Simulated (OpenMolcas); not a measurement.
**Os⁵⁺ among point charges: CASSCF and CASPT2 levels and susceptibility**

How does a field of 4 point charges split the states of Os⁵⁺, and what χT follows?

Program: OpenMolcas 26.06. Level of theory: state-averaged CASSCF and CASPT2, spin-orbit coupling by RASSI with atomic mean-field integrals. These are calculated values, not measurements, unless marked.

### 1 The system

* Species: Os⁵⁺ (osmium, Z = 76, 71 electrons)
* Basis: ANO-RCC-VDZP [7s6p4d2f1g], 68 functions
* Scalar Hamiltonian: DKH2, point nucleus
* Inactive shells: 1s 2s 2p 3s 3p 3d 4s 4p 4d 4f 5s 5p
* Active space: 3 electrons in 5 orbitals (5d)
* Some configurations of this space: 5d³
* Orbitals: optimised for each spin and parity, averaged over all roots

Outer shells as boxes (Hund's rule):

5d3
```
5d [↑ ][↑ ][↑ ][  ][  ]
```

The ion sits among 4 point charges of -2 e arranged as a tetrahedron (Td), 1.93 Å from the ion.

Each step is its own input file, run in one work folder so that later steps find the files of earlier ones. Labels, J, g values, rates, χT and fits are worked out afterwards by a script from the matrices that RASSI stores.

### 2 Basis and integrals

File a.inp:

```
&GATEWAY
Coord
1

Os 0.0 0.0 0.0
Basis=ANO-RCC-VDZP
Group=NoSym
NoMove
AngMom=0.0 0.0 0.0
AMFI
XField
4 Angstrom 0
1.114286 1.114286 1.114286 -2.000000
1.114286 -1.114286 -1.114286 -2.000000
-1.114286 1.114286 -1.114286 -2.000000
-1.114286 -1.114286 1.114286 -2.000000
&SEWARD
```

Launch:

```sh
$ OMP_NUM_THREADS=1 MOLCAS_MEM=1689 MOLCAS_PROJECT=a pymolcas a.inp > a.log
```

### 3 CASSCF: quartets, 10 roots

File a.inp:

```
&RASSCF
FileOrb=start.orb
Symmetry=1
Spin=4
nActEl=3 0 0
Inactive=34
Ras2=5
CIRoot=10 10 1
SDav=10
CIMx=300
Iter=120 100
PrWF=0.3
OrbListing=Nothing
MaxOrb=0
>>> COPY $Project.JobIph JOB001
```

start.orb holds the contracted functions of the basis, ordered by shell, or the orbitals of the step before.

### 4 Reference wave functions, doublets, 40 roots

File a.inp:

```
&RASSCF
FileOrb=start.orb
Symmetry=1
Spin=2
nActEl=3 0 0
Inactive=34
Ras2=5
CIRoot=40 40 1
SDav=40
CIMx=300
Iter=120 100
PrWF=0.3
OrbListing=Nothing
MaxOrb=0
>>> COPY $Project.JobIph JOB002
```

### 5 RASSI: spin-orbit coupling between the states

File a.inp:

```
&RASSI
NrOfJobIphs=2 10 40
1 2 3 4 5 6 7 8 9 10
1 2 3 4 5 6 7 8 9 10 11 12 13 14 15 16 17 18 19 20 21 22 23 24 25 26 27
28 29 30 31 32 33 34 35 36 37 38 39 40
IphNames
JOB001
JOB002
EJob
SpinOrbit
DIPRint=1.0
SOCoupling=1000.0
Subsets=2
Property=9
'ANGMOM' 1 'ANGMOM' 2 'ANGMOM' 3 'MLTPL  1' 1 'MLTPL  1' 2 'MLTPL  1' 3
'AMFI' 1 'AMFI' 2 'AMFI' 3
SOProperty=3
'ANGMOM' 1 'ANGMOM' 2 'ANGMOM' 3
```

### 6 CASPT2: IPEA 0.25, imaginary shift 0.1 (closed shells correlated: 4f 5s 5p)

File a.inp:

```
>>> COPY JOB001 $Project.JobIph
&CASPT2
Multistate=10 1 2 3 4 5 6 7 8 9 10
NoMult
Frozen=23
IPEA=0.25
Imaginary=0.1
MaxIter=60
WThr=0.0 0.3 0.05
PrWF=0.5
NoMix
>>> COPY JOB002 $Project.JobIph
&CASPT2
Multistate=40 1 2 3 4 5 6 7 8 9 10 11 12 13 14 15 16 17 18 19 20 21 22
23 24 25 26 27 28 29 30 31 32 33 34 35 36 37 38 39 40
NoMult
Frozen=23
IPEA=0.25
Imaginary=0.1
MaxIter=60
WThr=0.0 0.3 0.05
PrWF=0.5
NoMix
```

(Steps that only read results are left out.)

Before running it: what results should come out? Wanted: spin-free ground state; first state of the same spin within the active space; lowest level; next level.

As calculated:

| quantity | value |
| --- | --- |
| method | SS-CASPT2, IPEA 0.25, imaginary shift 0.1 (closed shells correlated: 4f 5s 5p) |
| spin-free ground state | 4T1, 3-fold in its orbital part |
| first state of the same spin within the active space | 4T2 at 3540 cm⁻¹ |
| lowest level | 4-fold Γ8 |
| next level | 6170.1 cm⁻¹ |
| χT at 300 K | 0.12 cm³ K/mol |
| effective moment at 300 K | 0.98 μB |

Cost by method:

| method | time of its own steps | time with the reference |
| --- | --- | --- |
| A. CASSCF | 8.6 s | 8.6 s |
| B. SS-CASPT2, IPEA 0.25, imaginary shift 0.1, +4f 5s 5p | 11 s | 20 s |

Times are of one thread on a shared host.

In words: The spin-free ground state (4T1) comes to 99 % from free-ion F terms and keeps the highest spin of the shell. χT at 300 K is 0.12, against 1.88 cm³ K/mol for the spin alone, so spin-orbit coupling lowers it. A ligand-field fit to the states below 45000 cm-1 gives 10Dq = -4200 cm-1, B = 778 cm-1 and C = 3508 cm-1 (C/B = 4.51), with a deviation of 287 cm-1. CASPT2 does not keep the components of a term degenerate, and the means are used. The field of point charges can differ much from that of real complexes. This is an electrostatic model: the charges have no orbitals.
